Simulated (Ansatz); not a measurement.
**SeF (doublet): wave-function methods side by side, cc-pVDZ**

One table from this session's results is given with a row withheld; the runs are named, their logs left out.

The runs use Ansatz 0.2.0, Gaussian basis; cc-pVDZ, core rule «outside noble gas», up to 15 orbitals frozen.

Plan: UHF; CCSD(T) on ROHF; CCSD(T) on UHF; BCCD(T) on ROHF; CISD; CCSDT(Q) on ROHF; CCSDT(Q) on UHF; CASSCF and MRCISD+Q, 13 electrons in 8 orbitals; CASSCF and NEVPT2, 13 electrons in 8 orbitals.

11 further runs of the same task are left out: 1 that didn't finish, 10 set aside as unsound or not needed.

### The system

The geometry is a PBE0/def2-TZVP stationary point (not a proven minimum). No spin-orbit coupling is included. The filled d shell of Se may be among the frozen orbitals whatever the setting's name suggests; the logs give the count.

2 atoms, charge 0, spin multiplicity 2.

Atoms are counted from 1 here; the program's logs count them from 0.

Bond lengths: F1–Se2 1.738 Å.

The first run:

Contents of in.yaml:

```yaml
crystal:
  periodic: [false, false, false]
  atoms:
    - {symbol: F, position_ang: [0.000000, 0.000000, 0.000000]}
    - {symbol: Se, position_ang: [0.000000, 0.000000, 1.737500]}
basis:
  gaussian: {orbitals: cc-pVDZ}
magnetization: {spin_polarized: true, initial_magnetization: 1}
hamiltonian: {xc: hf}
output: {orbitals: {seedname: orbitals}}
```

Run with:

```console
$ ansatz run in.yaml --threads 1 --pin off --events-out ev --progress --plain --max-ram 2393MiB
```

Steps of the session up to this table: UHF; CCSD(T) on ROHF; CCSD(T) on UHF; BCCD(T) on ROHF; CISD; CCSDT(Q) on ROHF; CCSDT(Q) on UHF; CASSCF and MRCISD+Q, 13 electrons in 8 orbitals; CASSCF and NEVPT2, 13 electrons in 8 orbitals.

One table of the session follows, with a row left open; its other results are not shown here.

```
          method  from UCCSDT(Q) (kcal/mol)
            ROHF                    +192.14
             UHF                          ?
            RMP2                     +13.85
            UMP2                     +14.17
            CISD                     +17.30
           RCCSD                      +4.68
           UCCSD                      +4.59
        RCCSD(T)                      +0.91
        UCCSD(T)                      +0.86
         BCCD(T)                      +0.84
          RCCSDT                      +0.55
          UCCSDT                      +0.50
       RCCSDT(Q)                      +0.12
       UCCSDT(Q)                          0
  CASSCF valence                    +170.65
  NEVPT2 valence                     +27.12
  MRCISD valence                     +13.20
MRCISD+Q valence                      +1.89
```

Estimate the missing values for UHF.

The run gave: from UCCSDT(Q) (kcal/mol): +189.70. In the column «from UCCSDT(Q) (kcal/mol)» it lies between CASSCF valence (+170.65) and ROHF (+192.14).

With the free atoms at the same levels and basis (separate runs), the atomisation energy is 2.589 eV at UCCSDT(Q), 2.571 eV at RCCSD(T), 2.565 eV at UCCSD(T), 1.000 eV at ROHF.

To keep in mind: Restricted and unrestricted rows rest on different reference determinants; where their highest levels disagree by more than a few hundredths of an eV, they describe different states and don't form one ladder.
